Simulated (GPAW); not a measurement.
A run of GPAW 26.7.0 is set up as follows.

run.py

```python
from ase import Atoms
from ase.dft.bandgap import bandgap
from ase.io import write
from ase.units import GPa
from gpaw import GPAW, PW, setup_paths

setup_paths.insert(0, '.')

atoms = Atoms(['Ir', 'Ir', 'Ir', 'Rh'],
              cell=[[3.84033585, 0.0, 0.0],
                    [0.0, 3.84033585, 0.0],
                    [0.0, 0.0, 3.84033585]],
              scaled_positions=[[0.5, 0.5, 0.0],
                                [0.0, 0.5, 0.5],
                                [0.5, 0.0, 0.5],
                                [0.0, 0.0, 0.0]],
              pbc=True)

calc = GPAW(mode=PW(600),
            xc='PBEsol',
            kpts={'size': (7, 7, 7), 'gamma': True},
            occupations={'name': 'fermi-dirac', 'width': 0.05},
            nbands=52,
            convergence={'density': 1e-05, 'energy': 1e-05},
            maxiter=150,
            txt='gpaw.txt')
atoms.calc = calc
energy = atoms.get_potential_energy()
forces = atoms.get_forces()
stress = atoms.get_stress()
calc.write('gs.gpw')
write('result.traj', atoms)
print(f'Energy: {energy:.6f} eV')
print('Forces (eV/A):')
print(forces.round(4))
print('Stress (GPa):', (stress / GPa).round(3))
print('Fermi level:', round(calc.get_fermi_level(), 4), 'eV')
print(f'Gap: {bandgap(calc)[0]:.4f} eV, direct: {bandgap(calc, direct=True)[0]:.4f} eV')
```

Potentials or basis: PAW data sets generated in the run's folder for this functional, pw.

Run with:

```bash
$ gpaw-setup -f PBEsol Ir Rh
$ OMP_NUM_THREADS=1 python run.py
```

**Question.** Predict the band gap on the k mesh.

**Answer.** None (metal or under the smearing width).

**Question.** Predict the pressure.

**Answer.** -6.3 GPa.

Spin-orbit coupling is left out, which matters for the levels of Ir.
